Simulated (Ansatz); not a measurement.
# ClFGeH4: the cost of one run

All numbers below are computed with Ansatz 0.2.0 (RKS r2SCAN-D4/def2-SVP).

1 further run of the same task is left out (it didn't finish).

### Step 1. The system as given

Bond lengths: Ge1–F2 2.112 Å, Ge1–H3 1.541 Å, Ge1–H4 1.499 Å, Ge1–H5 1.499 Å, Ge1–Cl7 2.592 Å. Angles: F2–Ge1–H3 159.5°, F2–Ge1–H4 81.5°, F2–Ge1–H5 81.0°, F2–Ge1–Cl7 70.6°, H3–Ge1–H4 108.0°, H3–Ge1–H5 107.5°, H3–Ge1–Cl7 89.0°, H4–Ge1–H5 121.6°, H4–Ge1–Cl7 111.1°, H5–Ge1–Cl7 114.3°.

Structure file:

```xyz
7

Ge   -0.6957    0.0368   -0.1129
F     0.8318   -0.7590    1.1086
H    -1.3671    0.7982   -1.2718
H    -1.0450    0.7372    1.1653
H    -0.9739   -1.4231   -0.3103
H     1.6379   -0.2021    0.4235
Cl    1.6120    0.8120   -1.0023
```

### Step 2. Pulling towards end A

Springs on the bonds that form and break draw the guess towards this end; the thresholds are loose.

File input.yaml:

```yaml
crystal:
  periodic: [false, false, false]
  atoms:
    - { symbol: Ge, position_ang: [-0.6957, 0.0368, -0.1129] }
    - { symbol: F, position_ang: [0.8318, -0.759, 1.1086] }
    - { symbol: H, position_ang: [-1.3671, 0.7982, -1.2718] }
    - { symbol: H, position_ang: [-1.045, 0.7372, 1.1653] }
    - { symbol: H, position_ang: [-0.9739, -1.4231, -0.3103] }
    - { symbol: H, position_ang: [1.6379, -0.2021, 0.4235] }
    - { symbol: Cl, position_ang: [1.612, 0.812, -1.0023] }
basis:
  gaussian: { orbitals: def2-SVP }
hamiltonian:
  xc: r2scan
  dispersion: d4
relax:
  f_tol: 0.15
  max_steps: 25
  restrain:
    - { distance: [0, 6], at: 3.52, k: 30.0 }
    - { distance: [5, 1], at: 2.18, k: 30.0 }
    - { distance: [0, 1], at: 1.77, k: 30.0 }
    - { distance: [5, 6], at: 1.33, k: 30.0 }
output:
  orbitals: {}
```

Command:

```
ansatz run input.yaml --threads 2 --pin off --max-ram 3072MiB --backend cpu --events-out ev --progress --plain --runs-dir out
```

Q: Estimate wall time and peak memory on 2 threads of Intel Xeon 6975P-C (Granite Rapids), shared host.

About 19 s, with a peak of 0.16 GiB.
